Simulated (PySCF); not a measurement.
**One shape, several levels: CH6B2O (SMILES BB(C)O)**

We compute a comparison of 5 runs (HF/STO-3G, HF/3-21G, B3LYP/6-31G*, BLYP/def2-TZVP, MP2/def2-TZVP) of CH6B2O. 

The calculation is run with PySCF 2.14.0.

### Step 1. Starting point

The species is CH6B2O (10 atoms), meant as a singlet with charge 0. SMILES: `BB(C)O`. Geometry: relaxed at PBE0-D4/def2-TZVP. This is one conformer, not always the lowest.

Bond lengths: B1–B2 1.681 Å, B2–C3 1.575 Å, B2–O4 1.367 Å, B1–H5 1.201 Å, B1–H6 1.200 Å, C3–H7 1.093 Å, C3–H8 1.094 Å, C3–H9 1.097 Å, O4–H10 0.959 Å. Some angles: B1–B2–C3 118.7°, B1–B2–O4 125.5°, C3–B2–O4 115.8°, B2–B1–H5 121.9°, B2–B1–H6 122.5°, B2–C3–H7 113.8°, B2–C3–H8 111.5°, B2–C3–H9 108.5°, B2–O4–H10 114.4°, H5–B1–H6 115.4°.

### Step 2. Energy and forces at HF/STO-3G (run 1)

Input file run.py:

```python
from pyscf import gto, scf

mol = gto.M(
    atom='''
B     -2.187169     1.562426    -1.175599
B      0.546887     0.086738    -0.512116
C      0.712994    -1.577354     1.950575
O      2.707222     0.222610    -1.923552
H     -3.799105     0.589784    -2.441904
H     -2.721962     3.588401    -0.306514
H     -1.032735    -2.590815     2.392204
H      2.268427    -2.933800     1.843806
H      1.082246    -0.329757     3.565346
H      2.580043     1.284636    -3.386956
''',
    spin=0,
    basis='sto-3g',
    max_memory=1860,
    unit='bohr',
    verbose=4,
)

mf = scf.RHF(mol)
mf.conv_tol = 1e-10
mf.kernel()
if not mf.converged:
    mf = mf.newton().run(mf.mo_coeff, mf.mo_occ)

etot = mf.e_tot
print('Final energy', etot)
grad = mf.nuc_grad_method().kernel()
mf.analyze()
```

Command:

```
$ OMP_NUM_THREADS=1 python run.py
```

What it wrote:

```text
PySCF version 2.14.0

[... 79 lines left out ...]
Nuclear Repulsion Energy =              97.142586095103383
[... 7 lines left out ...]
MO #2   energy= -10.9889085793827  occ= 2
[... 5 lines left out ...]
MO #8   energy= -0.646199205467546 occ= 2
[... 5 lines left out ...]
MO #14  energy= -0.413906699986534 occ= 2
[... 5 lines left out ...]
MO #20  energy= 0.714580247826499  occ= 0
[... 5 lines left out ...]
MO #26  energy= 0.95406110985565   occ= 0
[... 39 lines left out ...]
Dipole moment(X, Y, Z, Debye): -0.19449,  0.77939, -0.90564
```

Run time: 2.1 s. Hardware: 1 thread of Intel Xeon at 2.70GHz, shared host; peak memory 0.12 GiB.

### Step 3. Energy and forces at HF/3-21G (run 2)

Input file run.py:

```python
# BB(C)O
from pyscf import gto, scf

system = gto.M(
    atom='''
B   -1.157400   0.826800  -0.622100
B    0.289400   0.045900  -0.271000
C    0.377300  -0.834700   1.032200
O    1.432600   0.117800  -1.017900
H   -2.010400   0.312100  -1.292200
H   -1.440400   1.898900  -0.162200
H   -0.546500  -1.371000   1.265900
H    1.200400  -1.552500   0.975700
H    0.572700  -0.174500   1.886700
H    1.365300   0.679800  -1.792300
''',
    max_memory=1860,
    verbose=3,
    basis='3-21g',
)

mf = scf.RHF(system)
mf.conv_tol = 1e-10
mf.kernel()
if not mf.converged:
    mf = mf.newton().run(mf.mo_coeff, mf.mo_occ)

e_tot = mf.e_tot
print('E = %.10f Eh' % e_tot)
grad = mf.nuc_grad_method().kernel()
mf.analyze()
```

Command:

```
$ OMP_NUM_THREADS=1 python run.py
```

What it wrote:

```text
converged SCF energy = -164.696294184574
[... 17 lines left out ...]
MO #8   energy= -0.708887872032927 occ= 2
[... 7 lines left out ...]
MO #16  energy= 0.075570745705817  occ= 0
[... 7 lines left out ...]
MO #24  energy= 0.459018884594078  occ= 0
[... 7 lines left out ...]
MO #32  energy= 0.808633096524931  occ= 0
[... 7 lines left out ...]
MO #40  energy= 1.36698508809299   occ= 0
[... 7 lines left out ...]
MO #48  energy= 3.40314236927784   occ= 0
[... 11 lines left out ...]
Dipole moment(X, Y, Z, Debye): -0.50354,  0.97735, -0.99144
```

It took 1.9 s on 1 thread of Intel Xeon at 2.70GHz, shared host; peak memory 0.12 GiB.

Run 3 isn't shown in full; the table further down has it.

### Step 4. Energy and gradient at BLYP/def2-TZVP (run 4)

Input file start.xyz:

```xyz
10
CH6B2O
B     -1.157400     0.826800    -0.622100
B      0.289400     0.045900    -0.271000
C      0.377300    -0.834700     1.032200
O      1.432600     0.117800    -1.017900
H     -2.010400     0.312100    -1.292200
H     -1.440400     1.898900    -0.162200
H     -0.546500    -1.371000     1.265900
H      1.200400    -1.552500     0.975700
H      0.572700    -0.174500     1.886700
H      1.365300     0.679800    -1.792300
```

Input file run.py:

```python
# BB(C)O
from pyscf import gto, dft

mol = gto.M(
    atom='start.xyz',
    basis='def2-tzvp',
    verbose=4,
    max_memory=1860,
    spin=0,
)

mf = dft.RKS(mol, xc='blyp')
mf.grids.level = 5
mf.conv_tol = 1e-10
mf.kernel()
if not mf.converged:
    mf = mf.newton().run(mf.mo_coeff, mf.mo_occ)

e_tot = mf.e_tot
print('E = %.10f Eh' % e_tot)
grad = mf.nuc_grad_method().kernel()
dip = mf.dip_moment()
pop, q = mf.mulliken_pop()
```

Command:

```
$ OMP_NUM_THREADS=1 python run.py
```

What it wrote:

```text
PySCF version 2.14.0

[... 84 lines left out ...]
converged SCF energy = -166.647876226597
[... 13 lines left out ...]
Dipole moment(X, Y, Z, Debye): -0.07822,  0.59849, -0.70399
[... 171 lines left out ...]
charge of    9H =      0.29965
```

Wall time 1.8 min (1 thread of Intel Xeon at 2.70GHz, shared host); peak memory 2 GiB.

### Step 5. Energy and forces at MP2/def2-TZVP (run 5)

Input file job.py:

```python
import pyscf.grad
from pyscf import gto, mp

mol = gto.M(
    atom=[
    ('B', (-1.157400, 0.826800, -0.622100)),
    ('B', (0.289400, 0.045900, -0.271000)),
    ('C', (0.377300, -0.834700, 1.032200)),
    ('O', (1.432600, 0.117800, -1.017900)),
    ('H', (-2.010400, 0.312100, -1.292200)),
    ('H', (-1.440400, 1.898900, -0.162200)),
    ('H', (-0.546500, -1.371000, 1.265900)),
    ('H', (1.200400, -1.552500, 0.975700)),
    ('H', (0.572700, -0.174500, 1.886700)),
    ('H', (1.365300, 0.679800, -1.792300)),
],
    max_memory=1860,
    charge=0,
    verbose=3,
    spin=0,
    basis='def2-tzvp',
)

calc0 = mol.RHF()
calc0.conv_tol = 1e-10
calc0.kernel()
if not calc0.converged:
    calc0 = calc0.newton().run(calc0.mo_coeff, calc0.mo_occ)

pt = mp.MP2(calc0, frozen=4).run()
e_final = pt.e_tot
print(f'total energy: {e_final:.8f} hartree')
grad = pt.Gradients().kernel()
calc0.analyze()
```

Command:

```
$ OMP_NUM_THREADS=1 python job.py
```

What it wrote:

```text
converged SCF energy = -165.678062437459
[... 36 lines left out ...]
MO #25  energy= 0.238075164925767  occ= 0
[... 26 lines left out ...]
MO #52  energy= 0.863639257026895  occ= 0
[... 26 lines left out ...]
MO #79  energy= 1.87884126125098   occ= 0
[... 26 lines left out ...]
MO #106 energy= 2.68039762472802   occ= 0
[... 26 lines left out ...]
MO #133 energy= 3.79640194657516   occ= 0
[... 26 lines left out ...]
MO #160 energy= 45.0984077228562   occ= 0
[... 11 lines left out ...]
Dipole moment(X, Y, Z, Debye): -0.44864,  0.75933, -0.76328
```

Run time: 1.7 min. Hardware: 1 thread of Intel Xeon at 2.70GHz, shared host; peak memory 2 GiB.

### Step 6. All runs side by side

```tsv
run	level	Cartesian functions	integration grid	energy (Eh)	dipole moment (D) of the reference	HOMO energy (eV)	LUMO energy (eV)	wall time
1	HF/STO-3G	no	–	-163.506502	1.21	-9.10	6.66	2.1 s
2	HF/3-21G	no	–	-164.696294	1.48	-10.89	2.06	1.9 s
3	B3LYP/6-31G* (Cartesian functions)	yes	5	-166.656375	1.06	-7.16	-1.65	25 s
4	BLYP/def2-TZVP	no	5	-166.647876	0.93	-6.24	-2.75	1.8 min
5	MP2/def2-TZVP	no	–	-166.277065	1.17	-10.99	1.50	1.7 min
```

### Step 7. What came out

| quantity | value |
| --- | --- |
| run 5: total energy | -166.27706 Eh |
| run 5: dipole moment (Hartree–Fock density) | 1.17 D |
| run 5: HOMO energy (Hartree–Fock orbitals) | -10.99 eV |
| run 5: LUMO energy (Hartree–Fock orbitals) | 1.50 eV |
| run 5: HOMO–LUMO gap (Hartree–Fock orbitals) | 12.49 eV |
| run 5: correlation energy (4 core orbitals frozen) | -599.0 mEh |
| run 5: largest force on an atom | 0.352 eV/Å |

What this shows: Over runs 1, 2, 3, 4 the dipole moment (its size) runs from 0.93 D (BLYP/def2-TZVP) to 1.48 D (HF/3-21G). The two ends differ in method and basis. Over runs 1, 2, 3, 4 the HOMO–LUMO gap runs from 3.49 eV (BLYP/def2-TZVP) to 15.76 eV (HF/STO-3G). Totals of different functionals can't be ranked against each other. In run 1 the basis is minimal, so the values are rough. All runs together took 4 min, the longest 1.8 min.
